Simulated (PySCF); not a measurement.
# O2GaFH2 in PySCF: notebook, part 2 of 2

PySCF 2.14.0. Earlier steps stand in the parts before.

### Step 5. Excitation energies (Tamm-Dancoff), PBE0

Input file run.py:

```python
import json
import numpy as np
from pyscf.pbc import gto, scf, dft, df

cell = gto.Cell()
cell.basis = 'def2-svp'
cell.fromfile('GaH2O2F.xyz')
cell.exp_to_discard = 0
cell.precision = 1e-08
cell.max_memory = 2520  # MB
cell.verbose = 4
cell.build()

res = {}
kpts = cell.make_kpts([1, 1, 1])
mf = dft.KRKS(cell, kpts, xc='pbe0', exxdiv='ewald')
mf = mf.density_fit()
mf.with_df._cderi = 'cderi.h5'  # three-centre integrals saved by an earlier run on this cell, basis and mesh
mf.conv_tol = 1e-08
mf.max_cycle = 60

mf.kernel()
res.update(converged=bool(mf.converged), e_tot=mf.e_tot, nelec=cell.nelectron, nao=cell.nao, mesh=list(map(int, cell.mesh)), a=cell.lattice_vectors().tolist(), coords=cell.atom_coords().tolist(),
           mo_energy=[np.real(x).tolist() for x in mf.mo_energy], mo_occ=[np.real(x).tolist() for x in mf.mo_occ])
import h5py
print('fit functions by k pair:', sorted({v['0'].shape[0] for v in h5py.File(mf.with_df._cderi)['j3c'].values()}))
res.update(kpts=cell.get_scaled_kpts(kpts).tolist())
res['parts'] = {k: float(np.real(v)) for k, v in mf.scf_summary.items() if np.isscalar(v)}
json.dump(res, open('results.json', 'w'))
if not mf.converged:
    raise SystemExit('SCF not converged')

print('levels (eV)')
for i, kp in enumerate(res['kpts'][:40]):
    print('k %7.4f %7.4f %7.4f  ' % tuple(kp), ' '.join('%.3f' % (x * 27.211386) for x in res['mo_energy'][i][:34]))

# Mulliken populations
dm, s = np.asarray(mf.make_rdm1()), np.asarray(mf.get_ovlp())
sites = cell.aoslice_by_atom()[:, 2:]
tot = np.einsum('kij,kji->i', dm, s).real / len(kpts)
res['mulliken'] = [cell.atom_charge(i) - tot[a0:a1].sum() for i, (a0, a1) in enumerate(sites)]
print('Mulliken charges', np.round(res['mulliken'], 5))

from pyscf.pbc import tdscf
td = tdscf.KTDA(mf)
td.nstates = 5
td.kshift_lst = [0]
td.conv_tol = 1e-5
td.kernel()
res.update(excitations=np.real(td.e[0]).tolist(), post_converged=bool(np.all(td.converged)))
res['done'] = True
json.dump(res, open('results.json', 'w'))
```

Input file GaH2O2F.xyz:

```xyz
6
Lattice="11.0000000000 0.0000000000 0.0000000000 0.0000000000 13.0000000000 0.0000000000 0.0000000000 0.0000000000 13.0000000000" Properties=species:S:1:pos:R:3 pbc="T T T"
O      5.0480999800      7.9369000100      5.7313500400
Ga     5.2770999600      6.2434999900      6.1885500300
O      6.1397000500      5.7435999400      7.6414500500
F      4.6226999500      4.9971000300      5.1613499600
H      4.5564999700      8.0448999800      4.9133500000
H      6.4694999600      6.4855000600      8.1546500100
```

Potentials or basis: def2-svp (all-electron).

Command:

```console
$ OMP_NUM_THREADS=2 python -u run.py > log
```

Log:

```text
Discarded 0 diffused primitive functions, 0 contracted functions

******** <class 'pyscf.pbc.dft.krks.KRKS'> ********
method = KRKS
initial guess = minao
damping factor = 0
level_shift factor = 0
DIIS = <class 'pyscf.scf.diis.CDIIS'>
diis_start_cycle = 1
diis_space = 8
diis_damp = 0
SCF conv_tol = 1e-08
SCF conv_tol_grad = None
SCF max_cycles = 60
direct_scf = True
direct_scf_tol = 1e-13

******** PBC SCF flags ********
N kpts = 1
Exchange divergence treatment (exxdiv) = ewald
    madelung (= occupied orbital energy shift) = 0.12095704282831025
    Total energy shift due to Ewald probe charge = -1/2 * Nelec*madelung = -3.50775424202
DF object = <pyscf.pbc.df.df.GDF object>
XC functionals = pbe0
small_rho_cutoff = 0
radial grids:
    Treutler-Ahlrichs [JCP 102, 346 (1995); DOI:10.1063/1.469408] (M4) radial grids

becke partition: Becke, JCP 88, 2547 (1988); DOI:10.1063/1.454033
pruning grids: <function nwchem_prune>
grids dens level: 3
symmetrized grids: False
atomic radii adjust function: <function treutler_atomic_radii_adjust>
Set gradient conv threshold to 0.0001

******** <class 'pyscf.pbc.df.rsdf_builder._RSNucBuilder'> ********
mesh = [41 47 47] (90569 PWs)
ke_cutoff = 17.302185920816544
omega = 0.5229654415994075
exclude_d_aux = False
exclude_dd_block = True
j2c_eig_always = False
has_long_range = True
tot grids = 82946
cell vol = 12545.1538  sum(weights) = 12657.9437
nelec by numeric integration = 57.999997637707075
init E= -2171.50647994764
  HOMO = -0.408912545199  LUMO = -0.0837278478209  gap/eV = 8.84873
nelec by numeric integration = 57.99999794775708
cycle= 1 E= -2170.7411166954  delta_E= 0.765  |g|=  1.6  |ddm|= 2.84
  HOMO = -0.171516713611  LUMO = -0.00681233955053  gap/eV = 4.48183
nelec by numeric integration = 57.99999670352117
cycle= 2 E= -2170.06156911046  delta_E= 0.68  |g|= 2.53  |ddm|=  2.8
  HOMO = -0.341048695405  LUMO = -0.0323230299238  gap/eV = 8.40085
nelec by numeric integration = 57.99999788524797
cycle= 3 E= -2171.10239649755  delta_E= -1.04  |g|= 0.192  |ddm|= 1.99
  HOMO = -0.313343085142  LUMO = -0.0271641457864  gap/eV = 7.78733
nelec by numeric integration = 57.99999758449077
cycle= 4 E= -2171.10826555406  delta_E= -0.00587  |g|= 0.0895  |ddm|= 0.172
  HOMO = -0.322634544823  LUMO = -0.0298833735033  gap/eV = 7.96617
nelec by numeric integration = 57.99999766444692
cycle= 5 E= -2171.10933278751  delta_E= -0.00107  |g|= 0.0238  |ddm|= 0.0608
  HOMO = -0.321243243168  LUMO = -0.0292698718411  gap/eV = 7.94500
nelec by numeric integration = 57.99999765680548
cycle= 6 E= -2171.10942550404  delta_E= -9.27e-05  |g|= 0.00708  |ddm|= 0.0193
  HOMO = -0.321358570862  LUMO = -0.0289040900503  gap/eV = 7.95809
nelec by numeric integration = 57.99999765901408
cycle= 7 E= -2171.10943421003  delta_E= -8.71e-06  |g|= 0.0007  |ddm|= 0.00537
  HOMO = -0.321453447296  LUMO = -0.0289284244739  gap/eV = 7.96001
nelec by numeric integration = 57.99999765927244
cycle= 8 E= -2171.10943426496  delta_E= -5.49e-08  |g|= 0.000372  |ddm|= 0.000593
  HOMO = -0.321444850242  LUMO = -0.0289294495154  gap/eV = 7.95975
nelec by numeric integration = 57.99999765944046
cycle= 9 E= -2171.10943428923  delta_E= -2.43e-08  |g|= 0.000111  |ddm|= 0.000313
  HOMO = -0.321447205283  LUMO = -0.0289303465181  gap/eV = 7.95979
nelec by numeric integration = 57.99999765944462
cycle= 10 E= -2171.10943429154  delta_E= -2.32e-09  |g|= 8.72e-06  |ddm|= 7.7e-05
  HOMO = -0.321445779833  LUMO = -0.0289310205942  gap/eV = 7.95973
nelec by numeric integration = 57.999997659432964
Extra cycle  E= -2171.10943429153  delta_E= 1.09e-11  |g|= 1.2e-05  |ddm|= 1.73e-05
converged SCF energy = -2171.10943429153
fit functions by k pair: [227]
levels (eV)
k  0.0000  0.0000  0.0000   -10129.049 -1240.901 -1099.096 -1099.073 -1099.042 -672.660 -522.726 -522.719 -150.112 -103.527 -103.508 -103.493 -30.807 -27.319 -27.120 -22.604 -22.562 -22.543 -22.492 -22.465 -14.330 -13.404 -11.983 -10.757 -10.633 -9.961 -9.378 -9.290 -8.747 -0.787 0.431 2.165 2.591 4.044
Mulliken charges [-0.42613  0.84863 -0.41961 -0.40279  0.20031  0.19959]

******** <class 'pyscf.pbc.tdscf.krks.TDA'> for <class 'pyscf.pbc.dft.krks.KRKS'> ********
nstates = 5 singlet
deg_eia_thresh = 1.000e-03
kshift_lst = [0]
wfnsym = None
conv_tol = 1e-05
eigh lindep = 1e-12
eigh level_shift = 0
eigh max_cycle = 100

nelec by numeric integration = 57.999997659432964

******** <class 'pyscf.pbc.df.rsdf_builder._RSNucBuilder'> ********
mesh = [41 47 47] (90569 PWs)
ke_cutoff = 17.302185920816544
omega = 0.5229654415994075
exclude_d_aux = False
exclude_dd_block = True
j2c_eig_always = False
has_long_range = True
kshift = 0  Excited State energies (eV)
[6.20715143 6.83479618 7.10868597 7.60162892 8.10318534]
```

It took 73 s on 2 threads of Intel Xeon at 2.70GHz, shared host; peak memory 1.9 GiB.

What came out:

```
Free energy                     : -59078.8974 eV
Gap between the frontier levels : 7.96 eV
Mulliken charges                : O -0.43, -0.42; Ga +0.85; F -0.40; H +0.20 e
```

Lowest excitation energies (eV): 6.21, 6.83, 7.11, 7.60, 8.10

Caveat: the basis is small and the box finite, so much correlation energy is missing and levels can be off by tenths of an eV; Mulliken charges move with the basis; the iterative solver can pass over a root and still report convergence; this is a molecule in a periodic box at the Γ point, so its band gap is the HOMO-LUMO gap; total energy, band gap and charges are those of the mean-field reference; relativity is left out, which matters for the heavier elements; the basis of atomic orbitals isn't converged, which shifts pressures, moduli and gaps.

### Step 6. The runs side by side

```csv
task,level,exxdiv,grid for exchange and correlation,gap on the mesh (eV)
MP2 correlation energy,HF,ewald,-,15.84
RPA correlation energy,PBE,-,"Becke, atom-centred",-
G0W0 quasiparticle levels,PBE0,ewald,"Becke, atom-centred",-
excitation energies (Tamm-Dancoff),PBE0,ewald,"Becke, atom-centred",7.96
```

Alike in all rows: potentials or basis def2-svp (all-electron); no spin polarisation; cell as given; k mesh 1 × 1 × 1; smearing fixed.

Caveats: the basis is small and the box finite, so much correlation energy is missing and levels can be off by tenths of an eV; this is a molecule in a periodic box at the Γ point, so its band gap is the HOMO-LUMO gap; relativity is left out, which matters for the heavier elements; the basis of atomic orbitals isn't converged, which shifts pressures, moduli and gaps; the iterative solver can pass over a root and still report convergence (some runs).

Total energies depend on the potentials used, so only differences within one code and one set of settings carry meaning.
